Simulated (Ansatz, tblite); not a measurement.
# InCl2(OH) (Cl₂HInO): rung by rung

An exercise on one series of results from a longer session: the logs are not shown, and one member is left open.

The runs use Ansatz 0.2.0, Gaussian basis; as each input shows.

Plan: GFN1-xTB, GFN2-xTB, PBE-D4/def2-TZVP, r2SCAN-D4/def2-TZVP, CAM-B3LYP-D4/def2-TZVP, B3LYP-D4/def2-TZVP, r2SCAN0-D4/def2-TZVP, HSE06-D4/def2-TZVP, LC-ωPBE/def2-TZVP, HF/def2-TZVP, LDA/def2-TZVP, PBE-D4/def2-SVP, PBE0-D4/def2-SVP, PBE0-D4/def2-TZVPD, PBE-D4/def2-TZVPD, r2SCAN-D4/def2-TZVPD, CCSD(T)/def2-TZVPP, MP2/def2-TZVP, RPA/def2-TZVP.

2 further runs of the same task are left out: 2 set aside as unsound or not needed.

### The relaxed structure

The singlet was relaxed beforehand with PBE0-D4/def2-SVP.

5 atoms, charge 0, spin multiplicity 1.

Bond lengths: In1–Cl2 2.319 Å, In1–Cl3 2.332 Å, In1–O4 1.978 Å, O4–H5 0.966 Å. Angles: Cl2–In1–Cl3 119.4°, Cl2–In1–O4 119.8°, Cl3–In1–O4 120.8°, In1–O4–H5 111.4°.

As a file:

```mol
Cl2HInO
  3D, bonds by distance, orders not assigned

  5  4  0  0  0  0  0  0  0  0999 V2000
    0.3120    0.2889   -0.0687 In  0  0
    2.5933    0.5529   -0.3900 Cl  0  0
   -1.0686    2.1688   -0.0736 Cl  0  0
   -0.4395   -1.5205    0.2056 O   0  0
   -1.3971   -1.4901    0.3267 H   0  0
  1  2  8  0
  1  3  8  0
  1  4  8  0
  4  5  8  0
M  END
```

In takes a core potential in the def2 sets. No spin-orbit coupling is included.

PBE0-D4/def2-TZVP was run before; its log isn't repeated, and its numbers join the tables.

Set-up of the first run:

Tight binding, by tblite at 300 K electronic temperature and without a spin-polarisation term:

```python
tblite.interface.Calculator('GFN1-xTB', numbers, positions, charge=0, uhf=0).singlepoint()
```

Tight binding, by tblite at 300 K electronic temperature and without a spin-polarisation term:

```python
tblite.interface.Calculator('GFN2-xTB', numbers, positions, charge=0, uhf=0).singlepoint()
```

start.molden holds the orbitals of an earlier run on this state, given as this run's starting guess.

in.yaml reads:

```yaml
crystal:
  periodic: [false, false, false]
  atoms:
    - {symbol: In, position_ang: [0.311990, 0.288886, -0.068662]}
    - {symbol: Cl, position_ang: [2.593319, 0.552918, -0.390010]}
    - {symbol: Cl, position_ang: [-1.068635, 2.168756, -0.073569]}
    - {symbol: O, position_ang: [-0.439541, -1.520471, 0.205583]}
    - {symbol: H, position_ang: [-1.397133, -1.490099, 0.326657]}
basis:
  gaussian: {orbitals: def2-TZVP, initial_orbitals: start.molden}
hamiltonian: {xc: pbe, dispersion: d4}
scf: {omitted_lower_state_checks: [starts]}
output: {orbitals: {seedname: orbitals}}
```

Command:

```bash
> ansatz run in.yaml --threads 4 --pin off --events-out ev --progress --plain --max-ram 3916MiB
```

Among the steps run: PBE-D4/def2-TZVP; r2SCAN-D4/def2-TZVP; CAM-B3LYP-D4/def2-TZVP; B3LYP-D4/def2-TZVP; r2SCAN0-D4/def2-TZVP; HSE06-D4/def2-TZVP; LC-ωPBE/def2-TZVP; HF/def2-TZVP; LDA/def2-TZVP; PBE-D4/def2-SVP; PBE0-D4/def2-SVP; PBE0-D4/def2-TZVPD; PBE-D4/def2-TZVPD; r2SCAN-D4/def2-TZVPD; CCSD(T)/def2-TZVPP; MP2/def2-TZVP; RPA/def2-TZVP.

One table of the session follows, with a row left open; its other results are not shown here.

It belongs to the step «Levels side by side». 

| level | HOMO (eV) | LUMO (eV) | gap (eV) |
| --- | --- | --- | --- |
| HF/def2-TZVP | -12.59 | 0.65 | 13.24 |
| LDA/def2-TZVP | -7.87 | -3.96 | 3.91 |
| PBE-D4/def2-SVP | -7.31 | -3.42 | 3.89 |
| PBE-D4/def2-TZVP | -7.65 | -3.63 | 4.02 |
| PBE-D4/def2-TZVPD | ? | ? | ? |
| r2SCAN-D4/def2-TZVP | -8.03 | -3.44 | 4.59 |
| r2SCAN-D4/def2-TZVPD | -8.08 | -3.50 | 4.59 |
| B3LYP-D4/def2-TZVP | -8.98 | -3.08 | 5.90 |
| PBE0-D4/def2-SVP | -9.01 | -2.58 | 6.43 |
| PBE0-D4/def2-TZVP | -9.25 | -2.75 | 6.50 |
| PBE0-D4/def2-TZVPD | -9.30 | -2.84 | 6.46 |
| r2SCAN0-D4/def2-TZVP | -9.50 | -2.64 | 6.86 |
| HSE06-D4/def2-TZVP | -8.85 | -3.12 | 5.73 |
| CAM-B3LYP-D4/def2-TZVP | -10.63 | -1.81 | 8.82 |
| LC-ωPBE/def2-TZVP | -12.04 | -0.49 | 11.55 |

Estimate the missing values for PBE-D4/def2-TZVPD.

As computed: HOMO (eV): -7.74; LUMO (eV): -3.72; gap (eV): 4.01. In the column «HOMO (eV)» it lies between LDA/def2-TZVP (-7.87) and PBE-D4/def2-TZVP (-7.65).
